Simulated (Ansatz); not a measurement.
# CH4GeSi (SMILES C#[Si][GeH3]): single points off equilibrium

The task here is to estimate one member of a computed series from the others.

The runs use Ansatz 0.2.0, Gaussian basis; single points in def2-TZVPP.

Correlated methods freeze the cores. Filled d shells of the heavier atoms are correlated.

**The system as given**

SMILES `C#[Si][GeH3]`, 7 atoms, charge 0, spin multiplicity 1.

Atoms are counted from 1 here; the program's logs count them from 0.

Bond lengths: C1–Si2 1.635 Å, C1–H4 1.234 Å, Si2–Ge3 2.358 Å, Ge3–H5 1.454 Å, Ge3–H6 1.529 Å, Ge3–H7 1.574 Å. Angles: Si2–C1–H4 118.1°, C1–Si2–Ge3 161.5°, Si2–Ge3–H5 123.3°, Si2–Ge3–H6 110.7°, Si2–Ge3–H7 110.4°, H5–Ge3–H6 106.6°, H5–Ge3–H7 103.7°, H6–Ge3–H7 99.5°.

As a file:

```xyz
7

C    -0.9028   -2.3234    0.6879
Si   -0.3049   -0.9516    0.0283
Ge    0.4164    1.2793   -0.2236
H    -1.4566   -3.1333   -0.0598
H     0.0686    2.1057   -1.3688
H     0.0819    2.0993    1.0230
H     1.9873    1.3568   -0.1706
```

The first run:

run/in.yaml reads:

```yaml
crystal:
  periodic: [false, false, false]
  atoms:
    - {symbol: C, position_ang: [-0.902800, -2.323400, 0.687900]}
    - {symbol: Si, position_ang: [-0.304900, -0.951600, 0.028300]}
    - {symbol: Ge, position_ang: [0.416400, 1.279300, -0.223600]}
    - {symbol: H, position_ang: [-1.456600, -3.133300, -0.059800]}
    - {symbol: H, position_ang: [0.068600, 2.105700, -1.368800]}
    - {symbol: H, position_ang: [0.081900, 2.099300, 1.023000]}
    - {symbol: H, position_ang: [1.987300, 1.356800, -0.170600]}
basis:
  gaussian: {orbitals: def2-TZVPP}
correlation: {method: ccsd_t}
output: {forces: true}
```

No record of the launch command was kept for these runs.

Steps of the session up to this table: CCSD(T)/def2-TZVPP; PBE0-D4/def2-TZVPP; wB97M-V/def2-TZVPP; r2SCAN-D4/def2-TZVPP; PBE-D4/def2-TZVPP; r2SCAN0-D4/def2-TZVPP; LC-wPBE/def2-TZVPP.

One table of the session follows, with a row left open; its other results are not shown here.

```
    method  RMS force component (eV/Å)  angle to CCSD(T) forces (°)  dipole (D)
   CCSD(T)                       1.408                    reference        2.77
   PBE0-D4                           ?                            ?           ?
   wB97M-V                       1.291                         16.6        3.57
 r2SCAN-D4                       1.305                          6.9        3.18
    PBE-D4                       1.285                          6.3        3.08
r2SCAN0-D4                       1.328                         13.3        3.40
   LC-wPBE                       1.320                         23.9        3.79
```

Q: Estimate the row for PBE0-D4 from the others.

**Answer.** RMS force component (eV/Å): 1.307; angle to CCSD(T) forces (°): 11.1; dipole (D): 3.34. In the column «RMS force component (eV/Å)» it lies between r2SCAN-D4 (1.305) and LC-wPBE (1.320).
